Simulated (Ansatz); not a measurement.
# PBE0/def2-SVP run of C2H6AlF (SMILES [CH3][Al]([CH3])[F])

What is the electronic atomisation energy of C2H6AlF at PBE0/def2-SVP? 

The calculation is run with Ansatz 0.2.0.

66 further runs of the same task are left out: 66 set aside as unsound or not needed.

### 1 Starting point

C2H6AlF has 10 atoms, charge 0, and is taken as a singlet. As SMILES, `[CH3][Al]([CH3])[F]`. The shape is that of a PBE0-D4/def2-TZVP optimisation.

Bond lengths: C1–Al2 1.943 Å, Al2–C3 1.942 Å, Al2–F4 1.659 Å, C1–H5 1.092 Å, C1–H6 1.095 Å, C1–H7 1.095 Å, C3–H8 1.095 Å, C3–H9 1.093 Å, C3–H10 1.095 Å. Some angles: C1–Al2–C3 126.3°, C1–Al2–F4 117.4°, C3–Al2–F4 116.3°, Al2–C1–H5 112.4°, Al2–C1–H6 110.9°, Al2–C1–H7 111.1°, Al2–C3–H8 110.9°, Al2–C3–H9 112.6°, Al2–C3–H10 110.9°, H5–C1–H6 107.9°.

### 2 A single-point energy at PBE0/def2-SVP

molecule.yaml

```yaml
crystal:
  periodic: [false, false, false]
  atoms:
    - {symbol: C, position_ang: [-0.566700, 1.412600, -0.858500]}
    - {symbol: Al, position_ang: [-0.288600, -0.445300, -0.364300]}
    - {symbol: C, position_ang: [0.794700, -1.093100, 1.112200]}
    - {symbol: F, position_ang: [-1.047300, -1.600600, -1.281300]}
    - {symbol: H, position_ang: [-1.184400, 1.517100, -1.752900]}
    - {symbol: H, position_ang: [-1.054000, 1.963400, -0.046800]}
    - {symbol: H, position_ang: [0.387100, 1.917300, -1.043800]}
    - {symbol: H, position_ang: [0.189400, -1.676700, 1.813200]}
    - {symbol: H, position_ang: [1.269800, -0.283800, 1.672000]}
    - {symbol: H, position_ang: [1.583200, -1.762300, 0.753400]}
basis:
  gaussian:
    orbitals: def2-SVP
hamiltonian:
  xc: pbe0
accuracy: high
output: {orbitals: {seedname: orbitals}}
```

The run is started by

```
$ ansatz run molecule.yaml --threads 1 --pin off --max-ram 3480MiB --events-out events.jsonl --progress --plain --runs-dir runs
```

What it wrote:

```text
Warning: RAYON_NUM_THREADS=1 ignored (pool sized by the plan → 1); use --threads N
Functional definition: PBE0
  name "PBE0"
  parameter a = 0.25
  parameter kappa = 0.804
  parameter beta = 0.06672455060314922
  exchange = (1 - a)*pbe_x(kappa = kappa, mu = beta*pi^2/3) + a*exact_x
  correlation = pbe_c(beta = beta)
2083 factors; integrals over basis functions are off by at most 2.4e-8 eV
mean field evaluation 1: about -11463.9794 eV, gradient 6.7e1 eV
mean field evaluation 2: about -11460.8373 eV, gradient 7.6e1 eV
mean field evaluation 4: about -11473.8022 eV, gradient 2.4e0 eV
mean field evaluation 8: about -11473.9702 eV, gradient 9.3e-2 eV
mean field evaluation 16: about -11473.9702 eV, gradient 7.4e-6 eV
mean field -11473.97022826 eV, -421.6606285523 hartree, gradient 2.0e-8 eV, S^2 0.000000; 0 other end points of the search recorded, 0 dependent functions left out
reference -11473.97023118 eV, -421.6606286594 hartree; 20, 20 occupied and 70, 70 virtual orbitals, 2083 factors
Total energy: -11473.97023118 eV, -421.6606286594 hartree
```

Run time: 10 s. Hardware: 1 thread of Intel Xeon Platinum 8488C (Sapphire Rapids), shared host; peak memory 0.32 GiB.

### 3 The Al atom at the same level

input.yaml

```yaml
crystal:
  periodic: [false, false, false]
  atoms:
    - symbol: Al
      position_ang: [0.000000, 0.000000, 0.000000]
basis:
  gaussian:
    orbitals: def2-SVP
magnetization:
  spin_polarized: true
  initial_magnetization: 1
hamiltonian:
  xc: pbe0
accuracy: high
```

The run is started by

```
$ ansatz run input.yaml --threads 1 --pin off --max-ram 3480MiB --events-out events.jsonl --progress --plain --runs-dir runs
```

What it wrote (excerpt; [...] marks lines left out):

```text
Warning: RAYON_NUM_THREADS=1 ignored (pool sized by the plan → 1); use --threads N
[... 7 set-up lines as earlier in the session ...]
142 factors; integrals over basis functions are off by at most 1.6e-9 eV
mean field evaluation 1: about -6589.5943 eV, gradient 1.5e0 eV
mean field evaluation 2: about -6589.6279 eV, gradient 3.4e-1 eV
mean field evaluation 4: about -6589.6299 eV, gradient 3.0e-2 eV
mean field evaluation 8: about -6589.6299 eV, gradient 4.8e-5 eV
mean field -6589.62993540 eV, -242.1644335144 hartree, gradient 5.7e-8 eV, S^2 0.753409; 0 other end points of the search recorded, 0 dependent functions left out
reference -6589.62993680 eV, -242.1644335659 hartree; 7, 6 occupied and 11, 12 virtual orbitals, 142 factors
Total energy: -6589.62993680 eV, -242.1644335659 hartree
```

Wall time 0.77 s (1 thread of Intel Xeon Platinum 8488C (Sapphire Rapids), shared host); peak memory 0.11 GiB.

### 4 The C atom, same level

molecule.yaml

```yaml
basis:
  gaussian: {orbitals: def2-SVP}
crystal:
  periodic: [false, false, false]
  atoms:
    - {symbol: C, position_ang: [0.000000, 0.000000, 0.000000]}
magnetization: {spin_polarized: true, initial_magnetization: 2}
hamiltonian: {xc: {name: PBE0}}
accuracy: high
```

Run the same way, it converges to -37.76066 Eh (log not shown).

### 5 The F atom at the same level

in.yaml

```yaml
crystal:
  periodic: [false, false, false]
  atoms:
    - {symbol: F, position_ang: [0.000000, 0.000000, 0.000000]}
basis:
  gaussian: {orbitals: def2-SVP}
magnetization: {spin_polarized: true, initial_magnetization: 1}
hamiltonian: {xc: {name: PBE0}}
accuracy: high
```

Run the same way, it converges to -99.54906 Eh (log not shown).

### 6 The H atom, same level

in.yaml

```yaml
crystal:
  periodic: [false, false, false]
  atoms:
    - {symbol: H, position_ang: [0.000000, 0.000000, 0.000000]}
basis:
  gaussian:
    orbitals: def2-SVP
magnetization:
  spin_polarized: true
  initial_magnetization: 1
hamiltonian:
  xc: {name: PBE0}
accuracy: high
```

The run is started by

```
$ ansatz run in.yaml --threads 1 --pin off --max-ram 3480MiB --events-out events.jsonl --progress --plain --runs-dir runs
```

What it wrote (excerpt; [...] marks lines left out):

```text
Warning: RAYON_NUM_THREADS=1 ignored (pool sized by the plan → 1); use --threads N
[... 7 set-up lines as earlier in the session ...]
15 factors; integrals over basis functions are off by at most 8.9e-10 eV
mean field evaluation 1: about -13.6123 eV, gradient 3.3e-1 eV
mean field evaluation 2: about -13.6122 eV, gradient 3.3e-1 eV
mean field evaluation 4: about -13.6136 eV, gradient 4.5e-6 eV
mean field evaluation 8: about -13.6136 eV, gradient 1.3e-10 eV
mean field -13.61360498 eV, -0.5002907553 hartree, gradient 2.2e-10 eV, S^2 0.750000; 0 other end points of the search recorded, 0 dependent functions left out
reference -13.61360633 eV, -0.5002908051 hartree; 1, 0 occupied and 4, 5 virtual orbitals, 15 factors
Total energy: -13.61360633 eV, -0.5002908051 hartree
```

Run time: 0.1 s. Hardware: 1 thread of Intel Xeon Platinum 8488C (Sapphire Rapids), shared host.

### 7 Summary of results

At PBE0/def2-SVP:

| quantity | value |
| --- | --- |
| molecule: total energy | -421.66063 Eh |
| molecule: HOMO energy | -7.87 eV |
| molecule: LUMO energy | -0.15 eV |
| molecule: HOMO–LUMO gap | 7.72 eV |
| Al atom: total energy | -242.16443 Eh |
| Al atom: ⟨S²⟩ | 0.753 |
| C atom: total energy | -37.76066 Eh |
| C atom: ⟨S²⟩ | 2.002 |
| F atom: total energy | -99.54906 Eh |
| F atom: ⟨S²⟩ | 0.751 |
| H atom: total energy | -0.50029 Eh |
| H atom: ⟨S²⟩ | 0.750 |
| electronic atomisation energy | 38.751 eV |

What this shows: Taking the molecule apart into free atoms costs 38.75 eV (894 kcal/mol), before zero-point energy and without spin-orbit coupling.
